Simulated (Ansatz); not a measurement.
**GaHCl₂ (singlet): wB97M-V, B2PLYP over a scan of the distance Cl1–Ga2, cc-pVDZ**

How well do these functionals follow the top wave-function level for GaHCl₂ (singlet) over a scan of the distance Cl1–Ga2?

Method: cc-pVDZ, all electrons in the functionals, frozen cores in the correlation of double hybrids and RPA; program: Ansatz 0.2.0, Gaussian basis.

The runs, in order: wB97M-V, B2PLYP, at 1.684 Å; 1.923 Å; 2.129 Å; 2.327 Å; 2.573 Å; 2.981 Å; 3.486 Å; 3.936 Å; 4.746 Å; 5.869 Å; 7.155 Å (not every functional at every point).

47 further runs of the same task are left out: 12 for a known fault of the program, 3 for a mislabelled method, 29 that didn't finish, 3 set aside as unsound or not needed.

### Step 1. The system

The geometry derives from a PBE0/def2-TZVP stationary point (not a proven minimum). One bond is set to the value named and the two fragments are kept rigid. No spin-orbit coupling is included. The filled d shell of Ga may be among the frozen orbitals whatever the setting's name suggests; the logs give the count.

4 atoms, charge 0, spin multiplicity 1.

Atoms are counted from 1 here; the program's logs count them from 0.

Bond lengths: Cl1–Ga2 2.129 Å, Ga2–Cl3 2.129 Å, Ga2–H4 1.545 Å. Angles: Cl1–Ga2–Cl3 115.3°, Cl1–Ga2–H4 122.3°, Cl3–Ga2–H4 122.3°.

As a file:

```xyz
4
charge 0, multiplicity 1
Cl    0.00000   -0.57962    1.79851
Ga    0.00000    0.55903    0.00000
Cl    0.00000   -0.57962   -1.79851
H     0.00000    2.10420    0.00000
```

No dispersion term is added; wB97M-V holds VV10 nonlocal correlation.

The geometry shown and the zero of energy belong to the point 2.129 Å. The yardstick, RCCSDT(Q), and other wave-function levels (R restricted, U unrestricted, valence and pair active spaces) come from earlier runs.

### Step 2. wB97M-V, 1.684 Å

in.yaml reads:

```yaml
crystal:
  periodic: [false, false, false]
  atoms:
    - {symbol: Cl, position_ang: [0.000000, -0.401301, 1.516860]}
    - {symbol: Ga, position_ang: [0.000000, 0.499495, 0.094039]}
    - {symbol: Cl, position_ang: [0.000000, -0.639153, -1.704473]}
    - {symbol: H, position_ang: [0.000000, 2.044661, 0.094039]}
basis:
  gaussian: {orbitals: cc-pVDZ}
hamiltonian: {xc: {name: wB97M-V}}
output: {forces: true, orbitals: {seedname: orbitals}}
```

Command:

```sh
> ansatz run in.yaml --threads 1 --pin off --events-out ev --progress --plain --max-ram 2393MiB
```

What it wrote, shortened:

```text
Functional definition: wB97M-V
  name "wB97M-V"
  cite "Mardirossian & Head-Gordon, J. Chem. Phys. 144, 214110 (2016) doi:10.1063/1.4952647"
  cite "Becke, J. Chem. Phys. 107, 8554 (1997) doi:10.1063/1.475007"
  cite "Vydrov & Van Voorhis, J. Chem. Phys. 133, 244103 (2010) doi:10.1063/1.3521275"
  # Of w^i u^j: cxij and so on, Table III.
[...]
  gx(w, u) = 1 - cx + cx01*u + cx10*w
  gss(w, u) = css00 + css04*u^4 + css10*w + css20*w^2 + css43*w^4*u^3
  gos(w, u) = cos00 + cos10*w + (cos20 + cos21*u)*w^2 + (cos60 + cos61*u)*w^6
[...]
      + integral(e_c_pw_mod_opposite_spin*gos(b97_w_opposite, b97_u_opposite)) + vv10(b, c)
760 factors; integrals over basis functions are off by at most 7.8e-4 eV
179 factors; integrals over basis functions are off by at most 1.1e-5 eV
[...]
mean field -77434.16875512 eV, -2845.6532149859 hartree, gradient 1.7e-5 eV, S^2 0.000000; 0 other end points of the search recorded, 0 dependent functions left out
[...]
reference -77434.16879377 eV, -2845.6532164064 hartree; 33, 33 occupied and 35, 35 virtual orbitals, 760 factors
Total energy: -77434.16879377 eV, -2845.6532164064 hartree
Atom 0 at     0.000000    -0.401301     1.516860 Å, force    -0.000000   -11.851756    18.687557 eV/Å
Atom 1 at     0.000000     0.499495     0.094039 Å, force     0.000000    11.960413   -17.507441 eV/Å
Atom 2 at     0.000000    -0.639153    -1.704473 Å, force    -0.000000    -0.231984    -0.823995 eV/Å
Atom 3 at     0.000000     2.044661     0.094039 Å, force     0.000000     0.123327    -0.356121 eV/Å
Dipole moment:     0.000000     0.180689     0.383569 e Å
```

Wall time 20 s (1 thread of Intel Xeon at 2.50GHz, shared host).

### Step 3. wB97M-V, 1.923 Å

in.yaml reads:

```yaml
crystal:
  periodic: [false, false, false]
  atoms:
    - {symbol: Cl, position_ang: [0.000000, -0.497145, 1.668247]}
    - {symbol: Ga, position_ang: [0.000000, 0.531496, 0.043493]}
    - {symbol: Cl, position_ang: [0.000000, -0.607152, -1.755019]}
    - {symbol: H, position_ang: [0.000000, 2.076662, 0.043493]}
basis:
  gaussian: {orbitals: cc-pVDZ}
hamiltonian: {xc: {name: wB97M-V}}
output: {forces: true, orbitals: {seedname: orbitals}}
```

The command is unchanged.

What it wrote, shortened:

```text
Functional definition: wB97M-V
  name "wB97M-V"
  cite "Mardirossian & Head-Gordon, J. Chem. Phys. 144, 214110 (2016) doi:10.1063/1.4952647"
  cite "Becke, J. Chem. Phys. 107, 8554 (1997) doi:10.1063/1.475007"
  cite "Vydrov & Van Voorhis, J. Chem. Phys. 133, 244103 (2010) doi:10.1063/1.3521275"
  # Of w^i u^j: cxij and so on, Table III.
[...]
  gx(w, u) = 1 - cx + cx01*u + cx10*w
  gss(w, u) = css00 + css04*u^4 + css10*w + css20*w^2 + css43*w^4*u^3
  gos(w, u) = cos00 + cos10*w + (cos20 + cos21*u)*w^2 + (cos60 + cos61*u)*w^6
[...]
      + integral(e_c_pw_mod_opposite_spin*gos(b97_w_opposite, b97_u_opposite)) + vv10(b, c)
760 factors; integrals over basis functions are off by at most 8.3e-4 eV
180 factors; integrals over basis functions are off by at most 1.1e-5 eV
[...]
mean field -77437.21918352 eV, -2845.7653161618 hartree, gradient 1.3e-5 eV, S^2 0.000000; 0 other end points of the search recorded, 0 dependent functions left out
[...]
reference -77437.21922259 eV, -2845.7653175977 hartree; 33, 33 occupied and 35, 35 virtual orbitals, 760 factors
Total energy: -77437.21922259 eV, -2845.7653175977 hartree
Atom 0 at     0.000000    -0.497145     1.668247 Å, force    -0.000000    -3.179279     4.993042 eV/Å
Atom 1 at     0.000000     0.531496     0.043493 Å, force    -0.000000     3.363413    -4.419316 eV/Å
Atom 2 at     0.000000    -0.607152    -1.755019 Å, force     0.000000    -0.171915    -0.434528 eV/Å
Atom 3 at     0.000000     2.076662     0.043493 Å, force    -0.000000    -0.012218    -0.139198 eV/Å
Dipole moment:    -0.000000     0.277928     0.186772 e Å
```

Wall time 19 s (1 thread of Intel Xeon at 2.50GHz, shared host).

### Step 4. wB97M-V, 2.129 Å

in.yaml reads:

```yaml
crystal:
  periodic: [false, false, false]
  atoms:
    - {symbol: Cl, position_ang: [0.000000, -0.579616, 1.798512]}
    - {symbol: Ga, position_ang: [0.000000, 0.559032, 0.000000]}
    - {symbol: Cl, position_ang: [0.000000, -0.579616, -1.798512]}
    - {symbol: H, position_ang: [0.000000, 2.104198, 0.000000]}
basis:
  gaussian: {orbitals: cc-pVDZ}
hamiltonian: {xc: {name: wB97M-V}}
output: {forces: true, orbitals: {seedname: orbitals}}
```

The command is unchanged.

What it wrote, shortened:

```text
Functional definition: wB97M-V
  name "wB97M-V"
  cite "Mardirossian & Head-Gordon, J. Chem. Phys. 144, 214110 (2016) doi:10.1063/1.4952647"
  cite "Becke, J. Chem. Phys. 107, 8554 (1997) doi:10.1063/1.475007"
  cite "Vydrov & Van Voorhis, J. Chem. Phys. 133, 244103 (2010) doi:10.1063/1.3521275"
  # Of w^i u^j: cxij and so on, Table III.
[...]
  gx(w, u) = 1 - cx + cx01*u + cx10*w
  gss(w, u) = css00 + css04*u^4 + css10*w + css20*w^2 + css43*w^4*u^3
  gos(w, u) = cos00 + cos10*w + (cos20 + cos21*u)*w^2 + (cos60 + cos61*u)*w^6
[...]
      + integral(e_c_pw_mod_opposite_spin*gos(b97_w_opposite, b97_u_opposite)) + vv10(b, c)
758 factors; integrals over basis functions are off by at most 8.9e-4 eV
181 factors; integrals over basis functions are off by at most 1.0e-5 eV
[...]
mean field -77437.77231482 eV, -2845.7856433625 hartree, gradient 2.9e-5 eV, S^2 0.000000; 0 other end points of the search recorded, 0 dependent functions left out
[...]
reference -77437.77235445 eV, -2845.7856448186 hartree; 33, 33 occupied and 35, 35 virtual orbitals, 758 factors
Total energy: -77437.77235445 eV, -2845.7856448186 hartree
Atom 0 at     0.000000    -0.579616     1.798512 Å, force     0.000000    -0.138307     0.200828 eV/Å
Atom 1 at     0.000000     0.559032     0.000000 Å, force    -0.000000     0.349124     0.000000 eV/Å
Atom 2 at     0.000000    -0.579616    -1.798512 Å, force    -0.000000    -0.138307    -0.200828 eV/Å
Atom 3 at     0.000000     2.104198     0.000000 Å, force    -0.000000    -0.072511     0.000000 eV/Å
Dipole moment:     0.000000     0.375671    -0.000000 e Å
```

It took 21 s on 1 thread of Intel Xeon at 2.50GHz, shared host.

### Step 5. wB97M-V, 2.327 Å

in.yaml reads:

```yaml
crystal:
  periodic: [false, false, false]
  atoms:
    - {symbol: Cl, position_ang: [0.000000, -0.659157, 1.924148]}
    - {symbol: Ga, position_ang: [0.000000, 0.585589, -0.041948]}
    - {symbol: Cl, position_ang: [0.000000, -0.553059, -1.840460]}
    - {symbol: H, position_ang: [0.000000, 2.130755, -0.041948]}
basis:
  gaussian: {orbitals: cc-pVDZ}
hamiltonian: {xc: {name: wB97M-V}}
output: {forces: true, orbitals: {seedname: orbitals}}
```

Same command.

What it wrote, shortened:

```text
Functional definition: wB97M-V
  name "wB97M-V"
  cite "Mardirossian & Head-Gordon, J. Chem. Phys. 144, 214110 (2016) doi:10.1063/1.4952647"
  cite "Becke, J. Chem. Phys. 107, 8554 (1997) doi:10.1063/1.475007"
  cite "Vydrov & Van Voorhis, J. Chem. Phys. 133, 244103 (2010) doi:10.1063/1.3521275"
  # Of w^i u^j: cxij and so on, Table III.
[...]
  gx(w, u) = 1 - cx + cx01*u + cx10*w
  gss(w, u) = css00 + css04*u^4 + css10*w + css20*w^2 + css43*w^4*u^3
  gos(w, u) = cos00 + cos10*w + (cos20 + cos21*u)*w^2 + (cos60 + cos61*u)*w^6
[...]
      + integral(e_c_pw_mod_opposite_spin*gos(b97_w_opposite, b97_u_opposite)) + vv10(b, c)
756 factors; integrals over basis functions are off by at most 9.3e-4 eV
181 factors; integrals over basis functions are off by at most 1.6e-5 eV
[...]
mean field -77437.55643166 eV, -2845.7777098024 hartree, gradient 2.3e-5 eV, S^2 0.000000; 0 other end points of the search recorded, 0 dependent functions left out
[...]
reference -77437.55647157 eV, -2845.7777112693 hartree; 33, 33 occupied and 35, 35 virtual orbitals, 756 factors
Total energy: -77437.55647157 eV, -2845.7777112693 hartree
Atom 0 at     0.000000    -0.659157     1.924148 Å, force     0.000000     1.110260    -1.759226 eV/Å
Atom 1 at     0.000000     0.585589    -0.041948 Å, force    -0.000000    -0.895278     1.687008 eV/Å
Atom 2 at     0.000000    -0.553059    -1.840460 Å, force     0.000000    -0.114920    -0.032857 eV/Å
Atom 3 at     0.000000     2.130755    -0.041948 Å, force     0.000000    -0.100062     0.105075 eV/Å
Dipole moment:    -0.000000     0.474675    -0.184195 e Å
```

Wall time 20 s (1 thread of Intel Xeon at 2.50GHz, shared host).

From 2.129 Å: +0.216 eV.

### Step 6. wB97M-V, 2.573 Å

in.yaml reads:

```yaml
crystal:
  periodic: [false, false, false]
  atoms:
    - {symbol: Cl, position_ang: [0.000000, -0.757809, 2.079969]}
    - {symbol: Ga, position_ang: [0.000000, 0.618527, -0.093974]}
    - {symbol: Cl, position_ang: [0.000000, -0.520121, -1.892486]}
    - {symbol: H, position_ang: [0.000000, 2.163693, -0.093974]}
basis:
  gaussian: {orbitals: cc-pVDZ}
hamiltonian: {xc: {name: wB97M-V}}
output: {orbitals: {seedname: orbitals}}
```

Same command.

What it wrote, shortened:

```text
Functional definition: wB97M-V
  name "wB97M-V"
  cite "Mardirossian & Head-Gordon, J. Chem. Phys. 144, 214110 (2016) doi:10.1063/1.4952647"
  cite "Becke, J. Chem. Phys. 107, 8554 (1997) doi:10.1063/1.475007"
  cite "Vydrov & Van Voorhis, J. Chem. Phys. 133, 244103 (2010) doi:10.1063/1.3521275"
  # Of w^i u^j: cxij and so on, Table III.
[...]
  gx(w, u) = 1 - cx + cx01*u + cx10*w
  gss(w, u) = css00 + css04*u^4 + css10*w + css20*w^2 + css43*w^4*u^3
  gos(w, u) = cos00 + cos10*w + (cos20 + cos21*u)*w^2 + (cos60 + cos61*u)*w^6
[...]
      + integral(e_c_pw_mod_opposite_spin*gos(b97_w_opposite, b97_u_opposite)) + vv10(b, c)
756 factors; integrals over basis functions are off by at most 9.6e-4 eV
182 factors; integrals over basis functions are off by at most 2.0e-5 eV
[...]
mean field -77436.89802102 eV, -2845.7535136578 hartree, gradient 3.7e-5 eV, S^2 0.000000; 0 other end points of the search recorded, 0 dependent functions left out
reference -77436.89806147 eV, -2845.7535151443 hartree; 33, 33 occupied and 35, 35 virtual orbitals, 756 factors
Total energy: -77436.89806147 eV, -2845.7535151443 hartree
```

Run time: 16 s. Hardware: 1 thread of Intel Xeon at 2.50GHz, shared host.

From 2.129 Å: +0.874 eV.

### Step 7. wB97M-V, 2.981 Å

in.yaml reads:

```yaml
crystal:
  periodic: [false, false, false]
  atoms:
    - {symbol: Cl, position_ang: [0.000000, -0.921425, 2.338404]}
    - {symbol: Ga, position_ang: [0.000000, 0.673156, -0.180261]}
    - {symbol: Cl, position_ang: [0.000000, -0.465492, -1.978773]}
    - {symbol: H, position_ang: [0.000000, 2.218322, -0.180261]}
basis:
  gaussian: {orbitals: cc-pVDZ}
hamiltonian: {xc: {name: wB97M-V}}
output: {forces: true, orbitals: {seedname: orbitals}}
```

Launched as before.

What it wrote, shortened:

```text
Functional definition: wB97M-V
  name "wB97M-V"
  cite "Mardirossian & Head-Gordon, J. Chem. Phys. 144, 214110 (2016) doi:10.1063/1.4952647"
  cite "Becke, J. Chem. Phys. 107, 8554 (1997) doi:10.1063/1.475007"
  cite "Vydrov & Van Voorhis, J. Chem. Phys. 133, 244103 (2010) doi:10.1063/1.3521275"
  # Of w^i u^j: cxij and so on, Table III.
[...]
  gx(w, u) = 1 - cx + cx01*u + cx10*w
  gss(w, u) = css00 + css04*u^4 + css10*w + css20*w^2 + css43*w^4*u^3
  gos(w, u) = cos00 + cos10*w + (cos20 + cos21*u)*w^2 + (cos60 + cos61*u)*w^6
[...]
      + integral(e_c_pw_mod_opposite_spin*gos(b97_w_opposite, b97_u_opposite)) + vv10(b, c)
756 factors; integrals over basis functions are off by at most 9.9e-4 eV
182 factors; integrals over basis functions are off by at most 2.6e-5 eV
[...]
mean field -77435.63655802 eV, -2845.7071557475 hartree, gradient 5.0e-5 eV, S^2 0.000000; 0 other end points of the search recorded, 0 dependent functions left out
[...]
reference -77435.63659945 eV, -2845.7071572703 hartree; 33, 33 occupied and 35, 35 virtual orbitals, 756 factors
Total energy: -77435.63659945 eV, -2845.7071572703 hartree
Atom 0 at     0.000000    -0.921425     2.338404 Å, force    -0.000000     1.595450    -2.492204 eV/Å
Atom 1 at     0.000000     0.673156    -0.180261 Å, force    -0.000000    -1.434182     1.877046 eV/Å
Atom 2 at     0.000000    -0.465492    -1.978773 Å, force     0.000000    -0.070979     0.290062 eV/Å
Atom 3 at     0.000000     2.218322    -0.180261 Å, force     0.000000    -0.090289     0.325097 eV/Å
Dipole moment:     0.000000     0.790108    -0.755517 e Å
```

Wall time 19 s (1 thread of Intel Xeon at 2.50GHz, shared host).

From 2.129 Å: +2.136 eV.

### Step 8. wB97M-V, 3.486 Å

in.yaml reads:

```yaml
crystal:
  periodic: [false, false, false]
  atoms:
    - {symbol: Cl, position_ang: [0.000000, -1.123941, 2.658280]}
    - {symbol: Ga, position_ang: [0.000000, 0.740772, -0.287062]}
    - {symbol: Cl, position_ang: [0.000000, -0.397876, -2.085574]}
    - {symbol: H, position_ang: [0.000000, 2.285938, -0.287062]}
basis:
  gaussian: {orbitals: cc-pVDZ}
magnetization: {spin_polarized: true, initial_magnetization: 0}
hamiltonian: {xc: {name: wB97M-V}}
output: {forces: true, orbitals: {seedname: orbitals}}
```

Same command.

What it wrote, shortened:

```text
Functional definition: wB97M-V
  name "wB97M-V"
  cite "Mardirossian & Head-Gordon, J. Chem. Phys. 144, 214110 (2016) doi:10.1063/1.4952647"
  cite "Becke, J. Chem. Phys. 107, 8554 (1997) doi:10.1063/1.475007"
  cite "Vydrov & Van Voorhis, J. Chem. Phys. 133, 244103 (2010) doi:10.1063/1.3521275"
  # Of w^i u^j: cxij and so on, Table III.
[...]
  gx(w, u) = 1 - cx + cx01*u + cx10*w
  gss(w, u) = css00 + css04*u^4 + css10*w + css20*w^2 + css43*w^4*u^3
  gos(w, u) = cos00 + cos10*w + (cos20 + cos21*u)*w^2 + (cos60 + cos61*u)*w^6
[...]
      + integral(e_c_pw_mod_opposite_spin*gos(b97_w_opposite, b97_u_opposite)) + vv10(b, c)
756 factors; integrals over basis functions are off by at most 1.0e-3 eV
182 factors; integrals over basis functions are off by at most 3.4e-5 eV
[...]
mean field -77434.32914198 eV, -2845.6591090944 hartree, gradient 2.0e-5 eV, S^2 0.141938; 7 other end points of the search recorded, 0 dependent functions left out
[...]
reference -77434.32918426 eV, -2845.6591106481 hartree; 33, 33 occupied and 35, 35 virtual orbitals, 756 factors
Total energy: -77434.32918426 eV, -2845.6591106481 hartree
Atom 0 at     0.000000    -1.123941     2.658280 Å, force    -0.000000     1.092271    -1.697332 eV/Å
Atom 1 at     0.000000     0.740772    -0.287062 Å, force     0.000000    -1.037034     1.057936 eV/Å
Atom 2 at     0.000000    -0.397876    -2.085574 Å, force     0.000000    -0.083796     0.292565 eV/Å
Atom 3 at     0.000000     2.285938    -0.287062 Å, force     0.000000     0.028559     0.346831 eV/Å
Dipole moment:     0.000000     0.924911    -0.988463 e Å
```

It took 70 s on 1 thread of Intel Xeon at 2.50GHz, shared host; peak memory 0.37 GiB.

From the report: ⟨S²⟩ of the determinant 0.142 (pure singlet: 0.00).

From 2.129 Å: +3.443 eV.

### Step 9. wB97M-V, 3.936 Å

in.yaml reads:

```yaml
crystal:
  periodic: [false, false, false]
  atoms:
    - {symbol: Cl, position_ang: [0.000000, -1.304400, 2.943319]}
    - {symbol: Ga, position_ang: [0.000000, 0.801025, -0.382231]}
    - {symbol: Cl, position_ang: [0.000000, -0.337623, -2.180743]}
    - {symbol: H, position_ang: [0.000000, 2.346191, -0.382231]}
basis:
  gaussian: {orbitals: cc-pVDZ}
magnetization: {spin_polarized: true, initial_magnetization: 0}
hamiltonian: {xc: {name: wB97M-V}}
output: {orbitals: {seedname: orbitals}}
```

Same command.

What it wrote, shortened:

```text
Functional definition: wB97M-V
  name "wB97M-V"
  cite "Mardirossian & Head-Gordon, J. Chem. Phys. 144, 214110 (2016) doi:10.1063/1.4952647"
  cite "Becke, J. Chem. Phys. 107, 8554 (1997) doi:10.1063/1.475007"
  cite "Vydrov & Van Voorhis, J. Chem. Phys. 133, 244103 (2010) doi:10.1063/1.3521275"
  # Of w^i u^j: cxij and so on, Table III.
[...]
  gx(w, u) = 1 - cx + cx01*u + cx10*w
  gss(w, u) = css00 + css04*u^4 + css10*w + css20*w^2 + css43*w^4*u^3
  gos(w, u) = cos00 + cos10*w + (cos20 + cos21*u)*w^2 + (cos60 + cos61*u)*w^6
[...]
      + integral(e_c_pw_mod_opposite_spin*gos(b97_w_opposite, b97_u_opposite)) + vv10(b, c)
757 factors; integrals over basis functions are off by at most 1.0e-3 eV
182 factors; integrals over basis functions are off by at most 4.0e-5 eV
[...]
mean field -77433.71102450 eV, -2845.6363936959 hartree, gradient 1.0e-5 eV, S^2 0.617116; 7 other end points of the search recorded, 0 dependent functions left out
reference -77433.71106729 eV, -2845.6363952685 hartree; 33, 33 occupied and 35, 35 virtual orbitals, 757 factors
Total energy: -77433.71106729 eV, -2845.6363952685 hartree
```

Run time: 79 s. Hardware: 1 thread of Intel Xeon at 2.50GHz, shared host; peak memory 0.37 GiB.

From the report: ⟨S²⟩ of the determinant 0.617 (pure singlet: 0.00). The determinant is far from a pure spin state, so its energy mixes those of several spin states (harmless only where they are near-degenerate, as at dissociation).

From 2.129 Å: +4.061 eV.

### Step 10. wB97M-V, 4.746 Å

in.yaml reads:

```yaml
crystal:
  periodic: [false, false, false]
  atoms:
    - {symbol: Cl, position_ang: [0.000000, -1.629227, 3.456388]}
    - {symbol: Ga, position_ang: [0.000000, 0.909479, -0.553536]}
    - {symbol: Cl, position_ang: [0.000000, -0.229169, -2.352048]}
    - {symbol: H, position_ang: [0.000000, 2.454645, -0.553536]}
basis:
  gaussian: {orbitals: cc-pVDZ}
magnetization: {spin_polarized: true, initial_magnetization: 0}
hamiltonian: {xc: {name: wB97M-V}}
output: {orbitals: {seedname: orbitals}}
```

The command is unchanged.

What it wrote, shortened:

```text
Functional definition: wB97M-V
  name "wB97M-V"
  cite "Mardirossian & Head-Gordon, J. Chem. Phys. 144, 214110 (2016) doi:10.1063/1.4952647"
  cite "Becke, J. Chem. Phys. 107, 8554 (1997) doi:10.1063/1.475007"
  cite "Vydrov & Van Voorhis, J. Chem. Phys. 133, 244103 (2010) doi:10.1063/1.3521275"
  # Of w^i u^j: cxij and so on, Table III.
[...]
  gx(w, u) = 1 - cx + cx01*u + cx10*w
  gss(w, u) = css00 + css04*u^4 + css10*w + css20*w^2 + css43*w^4*u^3
  gos(w, u) = cos00 + cos10*w + (cos20 + cos21*u)*w^2 + (cos60 + cos61*u)*w^6
[...]
      + integral(e_c_pw_mod_opposite_spin*gos(b97_w_opposite, b97_u_opposite)) + vv10(b, c)
757 factors; integrals over basis functions are off by at most 1.0e-3 eV
183 factors; integrals over basis functions are off by at most 4.3e-5 eV
[...]
mean field -77433.34237786 eV, -2845.6228461818 hartree, gradient 9.5e-6 eV, S^2 0.942846; 10 other end points of the search recorded, 0 dependent functions left out
reference -77433.34242185 eV, -2845.6228477985 hartree; 33, 33 occupied and 35, 35 virtual orbitals, 757 factors
Total energy: -77433.34242185 eV, -2845.6228477985 hartree
```

Wall time 2.1 min (1 thread of Intel Xeon at 2.50GHz, shared host); peak memory 0.39 GiB.

From the report: ⟨S²⟩ of the determinant 0.943 (pure singlet: 0.00). The determinant is far from a pure spin state, so its energy mixes those of several spin states (harmless only where they are near-degenerate, as at dissociation).

From 2.129 Å: +4.430 eV.

[end of part 1 of 2]
